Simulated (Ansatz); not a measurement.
# Si3Sn: the cost of one run

Computed with Ansatz 0.2.0 (DFT PBE, scalar-relativistic, plane waves, PAW, unless a step's input says otherwise).

1 further run of the same task is left out (it didn't finish).

### Step 1. The starting structure

It takes space group Pm-3m (No. 221, cubic). The conventional cell has a = 4.227 Å, b = 4.227 Å, c = 4.227 Å, α = 90.00°, β = 90.00°, γ = 90.00°. Si (site symmetry 4/mmm) is surrounded by 8 Si at 2.99 Å and 4 Sn at 2.99 Å. Around Sn (site symmetry m-3m) lie 12 Si at 2.99 Å.

As a file:

```
CELL_PARAMETERS angstrom
4.22669 0.00000 0.00000
0.00000 4.22669 0.00000
0.00000 0.00000 4.22669
ATOMIC_POSITIONS crystal
Si 0.50000 0.00000 0.00000
Si 0.00000 0.50000 0.00000
Si 0.00000 0.00000 0.50000
Sn 0.50000 0.50000 0.50000
```

Recipe of the guess: species swapped into a database cell of TaRu3 (Pm-3m, No. 221), with Sn on the Ta sites and Si on the Ru sites. Its size is a rough estimate.

### Step 2. Probe: one point on a coarse mesh

input.yaml

```yaml
crystal:
  lattice:
    - [4.22668985, 0.0, 0.0]
    - [0.0, 4.22668985, 0.0]
    - [0.0, 0.0, 4.22668985]
  atoms:
    - { symbol: Si, position: [0.5, 0.0, 0.0] }
    - { symbol: Si, position: [0.0, 0.5, 0.0] }
    - { symbol: Si, position: [0.0, 0.0, 0.5] }
    - { symbol: Sn, position: [0.5, 0.5, 0.5] }
basis:
  ecutwfc: 420
kpoints:
  mp_grid: { grid: [4, 4, 4] }
hamiltonian:
  xc: pbe
scf:
  occupations: { method: gaussian, width: 0.1 }
  lower_state_search: "off"
output:
  forces: true
  stress: true
  eigenvalues: true
```

Launch:

```
$ ansatz run input.yaml --threads 1 --pin off --max-ram 2560MiB --backend cpu --events-out ev --progress --plain --runs-dir out
```

What time and memory should one allow on 1 thread of Intel Xeon at 2.50GHz (Skylake/Cascade Lake), shared host?

About 3.3 s, with a peak of 0.33 GiB.
